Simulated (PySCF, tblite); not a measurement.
# C2H11FGe3O: geometry, infrared bands and NMR shifts

Aim: predict the infrared bands and NMR shifts of C2H11FGe3O (`CO[CH2][Ge]([F])([GeH3])[GeH3]`).

Computed with tblite 0.8.0 and PySCF 2.14.0, with density-fitted response routines of our own, on a single molecule in the gas phase. Atoms are numbered from 0 throughout.

## (1) The starting structure

18 atoms, charge 0, multiplicity 1; geometry from: force field or distance geometry start.

Bonds of the start (Å): C0–O1 1.42, O1–C2 1.35, C2–Ge3 1.92, Ge3–F4 1.77, Ge3–Ge5 2.40, Ge3–Ge6 2.38, C0–H7 1.13, C0–H8 1.10, C0–H9 1.10, C2–H10 1.11, C2–H11 1.12, Ge5–H12 1.55, Ge5–H13 1.55, Ge5–H14 1.58, Ge6–H15 1.52, Ge6–H16 1.56, Ge6–H17 1.58.

## (2) Relaxing the molecule with GFN2-xTB

What the job is given:

```
{"job": {"kind": "relax", "xc": "GFN2-xTB", "basis": "xTB"}, "charge": 0, "multiplicity": 1}
C      2.991200    -0.735600    -0.171700
O      1.605700    -1.028600    -0.127000
C      0.999600     0.166600     0.066900
Ge    -0.913600     0.172800     0.177400
F     -1.351000     0.375800     1.884800
Ge    -1.709100     2.134500    -0.946400
Ge    -1.986800    -1.808400    -0.595800
H      3.234600    -0.246300     0.819600
H      3.604600    -1.646000    -0.286100
H      3.196300     0.033300    -0.932800
H      1.292100     0.861800    -0.742000
H      1.392100     0.587100     1.030300
H     -3.241400     2.270300    -0.766800
H     -1.251900     2.171900    -2.426700
H     -1.078900     3.392900    -0.233000
H     -1.470800    -2.308700    -1.939200
H     -3.513600    -1.490900    -0.617900
H     -1.808100    -2.896200     0.530000
```

Run with:

```bash
> OMP_NUM_THREADS=1 python probes_run.py task.json out
```

This one command runs all jobs of the session in turn.

**Question.** This job is followed by: GFN2-xTB harmonic vibrations, gas phase; GIAO PBE0/pcSseg-1 NMR shielding, non-relativistic, gas phase. What will the session give for the following? strongest single infrared mode (GFN2-xTB); zero-point energy (GFN2-xTB); ¹³C shifts against TMS (PBE0/pcSseg-1); ¹H shifts against TMS (PBE0/pcSseg-1, means over atoms taken as alike); ¹⁷O shifts against H2O (PBE0/pcSseg-1); ⁷³Ge shifts against GeMe4 (PBE0/pcSseg-1, means over atoms taken as alike); ¹⁹F shifts against CFCl3 (PBE0/pcSseg-1); surface potential, 1st and 99th percentile.

As calculated:

```
                                                                  quantity                 value
                                 strongest single infrared mode (GFN2-xTB)  714 cm⁻¹, 879 km/mol
                                              zero-point energy (GFN2-xTB)         70.4 kcal/mol
                                    ¹³C shifts against TMS (PBE0/pcSseg-1)        75.6, 63.5 ppm
    ¹H shifts against TMS (PBE0/pcSseg-1, means over atoms taken as alike)  3.66, 3.60, 3.48 ppm
                                    ¹⁷O shifts against H2O (PBE0/pcSseg-1)              25.4 ppm
⁷³Ge shifts against GeMe4 (PBE0/pcSseg-1, means over atoms taken as alike)         195, -329 ppm
                                  ¹⁹F shifts against CFCl3 (PBE0/pcSseg-1)            -225.6 ppm
                                     surface potential, 1st and 99th percentile    -1.57 V and 1.16 V
```

In words: Relaxing lowered the energy by 0.861 eV in 115 steps; the close pair that moved most is C2–Ge3, from 1.916 to 2.016 Å. The lowest mode is imaginary (23i cm⁻¹), so the xTB geometry is not a minimum. The strongest single mode, at 714 cm⁻¹, is spread over many atoms; the largest shares are those of H11, H10. Unscaled tight-binding wavenumbers are off by several per cent, some by more. Its intensities can rank the bands wrongly. The most deshielded carbon is C2 (sp3 CH2 bonded to Ge and O), at 75.6 ppm: pulled downfield by the heteroatom. The most deshielded hydrogen is H10, H11 (mean) (hydrogen on an sp3 CH2 bonded to Ge and O), at 3.66 ppm: its carbon carries O, hence the downfield position. At PBE0/pcSseg-1: Shielding is most anisotropic at Ge3 (span 371 ppm, paramagnetic term -1618 ppm). By nearest atom (PBE0/pcSseg-1), the HOMO sits on O1 58 %; H10 9 % and the LUMO on Ge3 34 %; Ge5, Ge6 about 11 % each. Spin-orbit coupling is left out, which matters for shieldings and couplings at and beside the heavy atoms.
